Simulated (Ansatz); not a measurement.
**F3H4NO2Si2: one species, many methods**

Aim: compute F3H4NO2Si2 with functionals from several rungs and with coupled cluster, and see how far each lands from CCSD(T) at the basis-set limit for the atomisation energy.

Method: functionals in def2-TZVPP, the program's frozen cores in correlated methods; program: Ansatz 0.2.0, Gaussian basis.

Plan: LDA (SPW92), PBE-D4, revPBE-D4, BLYP-D4, r2SCAN-D4, B97M-V, PBE0-D4, B3LYP-D4, r2SCANh-D4, r2SCAN0-D4, HSE06-D4, BHLYP-D4, CAM-B3LYP-D4, LC-ωPBE, ωB97X-V, ωB97M-V, B2PLYP, PBE-QIDH; CCSD(T)/def2-SVP; CCSD(T)/def2-TZVPP; MP2/def2-QZVPP; extrapolation to the limit; RPA on PBE.

### Step 1. The geometry

An earlier PBE0-D4 in a triple-zeta def2 set relaxation fixed the geometry.

SMILES `O[SiH](O)N[Si](F)(F)F`, 12 atoms, charge 0, spin multiplicity 1.

Atoms are counted from 1 here; the program's logs count them from 0.

Bond lengths: O1–Si2 1.631 Å, O1–H9 0.960 Å, Si2–O3 1.636 Å, Si2–N4 1.724 Å, Si2–H10 1.476 Å, O3–H11 0.958 Å, N4–Si5 1.680 Å, N4–H12 1.011 Å, Si5–F6 1.580 Å, Si5–F7 1.575 Å, Si5–F8 1.574 Å. Angles: Si2–O1–H9 118.9°, O1–Si2–O3 116.2°, O1–Si2–N4 108.1°, O1–Si2–H10 104.5°, O3–Si2–N4 103.8°, O3–Si2–H10 110.1°, N4–Si2–H10 114.5°, Si2–O3–H11 117.7°, Si2–N4–Si5 128.1°, Si2–N4–H12 116.1°, Si5–N4–H12 115.7°, N4–Si5–F6 111.8°, N4–Si5–F7 109.5°, N4–Si5–F8 113.8°, F6–Si5–F7 108.2°, F6–Si5–F8 105.4°, F7–Si5–F8 107.8°.

### Step 2. LDA

This LDA is Slater exchange with PW92 correlation.

Input file in.yaml:

```yaml
crystal:
  periodic: [false, false, false]
  atoms:
    - {symbol: O, position_ang: [-0.948139, -1.613467, 0.242422]}
    - {symbol: Si, position_ang: [0.365995, -1.039137, -0.533891]}
    - {symbol: O, position_ang: [0.291746, -1.027181, -2.168511]}
    - {symbol: N, position_ang: [0.550120, 0.624259, -0.118048]}
    - {symbol: Si, position_ang: [-0.161823, 1.459290, 1.154071]}
    - {symbol: F, position_ang: [-1.728780, 1.257692, 1.183936]}
    - {symbol: F, position_ang: [0.133715, 2.998630, 1.004080]}
    - {symbol: F, position_ang: [0.345565, 1.008416, 2.573810]}
    - {symbol: H, position_ang: [-1.779947, -1.141851, 0.159092]}
    - {symbol: H, position_ang: [1.469962, -1.907789, -0.081985]}
    - {symbol: H, position_ang: [0.435212, -1.856356, -2.626979]}
    - {symbol: H, position_ang: [1.103277, 1.182293, -0.753998]}
basis:
  gaussian: {orbitals: def2-TZVPP}
hamiltonian: {xc: lda}
output: {orbitals: {seedname: orbitals}}
```

After this run come: PBE-D4 (GGA); revPBE-D4 (GGA); BLYP-D4 (GGA); r2SCAN-D4 (meta-GGA); B97M-V (meta-GGA); PBE0-D4 (hybrid); B3LYP-D4 (hybrid); r2SCANh-D4 (hybrid); r2SCAN0-D4 (hybrid); HSE06-D4 (hybrid); BHLYP-D4 (hybrid); CAM-B3LYP-D4 (range-separated); LC-ωPBE (range-separated); ωB97X-V (range-separated); ωB97M-V (range-separated); B2PLYP (double hybrid); PBE-QIDH (double hybrid); CCSD(T) in def2-SVP; CCSD(T) in def2-TZVPP; MP2 in def2-QZVPP; RPA on PBE orbitals.

Q: Predict the results of all the runs planned. Wanted: atomisation energy, CCSD(T)/CBS; farthest beyond LDA; mean size of error, GGA; mean size of error, meta-GGA; mean size of error, hybrid; mean size of error, range-separated; mean size of error, double hybrid; gap, smallest and largest; T1 diagnostic.

**Answer**, as computed:

| quantity | value |
| --- | --- |
| atomisation energy, CCSD(T)/CBS | 5147.5 kJ/mol |
| functionals within 25.7 kJ/mol (0.5 %) | PBE-D4, CAM-B3LYP-D4, ωB97M-V |
| farthest beyond LDA | BHLYP-D4 (-255.5 kJ/mol) |
| mean size of error, GGA | 71.7 kJ/mol |
| mean size of error, meta-GGA | 42.7 kJ/mol |
| mean size of error, hybrid | 135.7 kJ/mol |
| mean size of error, range-separated | 31.8 kJ/mol |
| mean size of error, double hybrid | 104.3 kJ/mol |
| gap, smallest and largest | 6.71 eV (BLYP-D4), 14.29 eV (LC-ωPBE) |
| T1 diagnostic | 0.0115 |
| triples share of the correlation energy | 3.1 % |

**Reading.** The LDA atomisation energy is off by 727.7 kJ/mol (14 %): it overbinds. PBE-D4 misses by +12.8 kJ/mol. Double hybrids carry the basis error of their MP2 part in triple zeta, and no dispersion term here, so their miss is partly the set-up's. By mean error the best rung here is range-separated (31.8 kJ/mol) and the worst beyond LDA is hybrid (135.7 kJ/mol). The gap between the best rungs is small, so their order is not settled. The mean of the hybrids holds BHLYP, with half exact exchange. The reference freezes the cores and leaves out relativity and excitations past (T), so misses under about 25.7 kJ/mol can't be ranked. Hartree-Fock recovers 71 % of the binding; the rest is correlation. CCSD(T) in def2-SVP is off by -512.1 kJ/mol, which most functionals beat. The gap grows from 6.7 to 14.3 eV across the functionals, mostly with the share of exact exchange.
